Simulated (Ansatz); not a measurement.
# C₂HClF₂Sn: small, medium and large basis sets

The task here is to estimate one member of a computed series from the others.

Method: one geometry, several basis sets; program: Ansatz 0.2.0, Gaussian basis.

Plan: PBE0-D4/def2-SVP; ωB97M-V/def2-SVP; PBE0-D4/def2-QZVPP; ωB97M-V/def2-QZVPP; the functionals' def2-TZVPP values are taken from earlier runs.

## The geometry

The geometry comes from an earlier relaxation with PBE0-D4 in a triple-zeta def2 set; it is a stationary point, not always the lowest conformer. Sn takes the def2 core potential; no spin-orbit term is included.

SMILES `C#[C][Sn]([F])([F])[Cl]`, 7 atoms, charge 0, spin multiplicity 1.

Atoms are counted from 1 here; the program's logs count them from 0.

Bond lengths: C1–C2 1.203 Å, C1–H7 1.067 Å, C2–Sn3 2.038 Å, Sn3–F4 1.891 Å, Sn3–F5 1.891 Å, Sn3–Cl6 2.277 Å. Angles: C2–C1–H7 179.8°, C1–C2–Sn3 179.1°, C2–Sn3–F4 110.7°, C2–Sn3–F5 110.7°, C2–Sn3–Cl6 115.3°, F4–Sn3–F5 104.4°, F4–Sn3–Cl6 107.5°, F5–Sn3–Cl6 107.5°.

The first run:

File in.yaml:

```yaml
crystal:
  periodic: [false, false, false]
  atoms:
    - {symbol: C, position_ang: [1.391114, -1.547462, 0.750055]}
    - {symbol: C, position_ang: [0.637241, -0.716987, 0.314258]}
    - {symbol: Sn, position_ang: [-0.641329, 0.702095, -0.396369]}
    - {symbol: F, position_ang: [-2.150574, -0.101871, -1.204247]}
    - {symbol: F, position_ang: [0.166464, 1.691368, -1.791240]}
    - {symbol: Cl, position_ang: [-1.401719, 2.190516, 1.149430]}
    - {symbol: H, position_ang: [2.060004, -2.285760, 1.132413]}
basis:
  gaussian: {orbitals: def2-SVP}
hamiltonian: {xc: pbe0, dispersion: d4}
output: {orbitals: {seedname: orbitals}}
```

Command:

```
$ ansatz run in.yaml --threads 4 --pin off --events-out ev --progress --plain --max-ram 10444MiB
```

Among the steps run: PBE0-D4 in def2-SVP; ωB97M-V in def2-SVP; PBE0-D4 in def2-QZVPP; ωB97M-V in def2-QZVPP.

One of the session's tables, all rows but one given; the rest of the session is left out.

It belongs to the step «Functionals by basis». 

```
functional       basis  HOMO (eV)  LUMO (eV)
   PBE0-D4    def2-SVP      -9.43      -1.96
   PBE0-D4  def2-TZVPP      -9.48      -2.16
   PBE0-D4  def2-QZVPP          ?          ?
   ωB97M-V    def2-SVP     -11.68       0.27
   ωB97M-V  def2-TZVPP     -11.76      -0.01
   ωB97M-V  def2-QZVPP     -11.76      -0.13
```

Estimate the missing values for PBE0-D4, def2-QZVPP.

**Answer.** HOMO (eV): -9.48; LUMO (eV): -2.19.
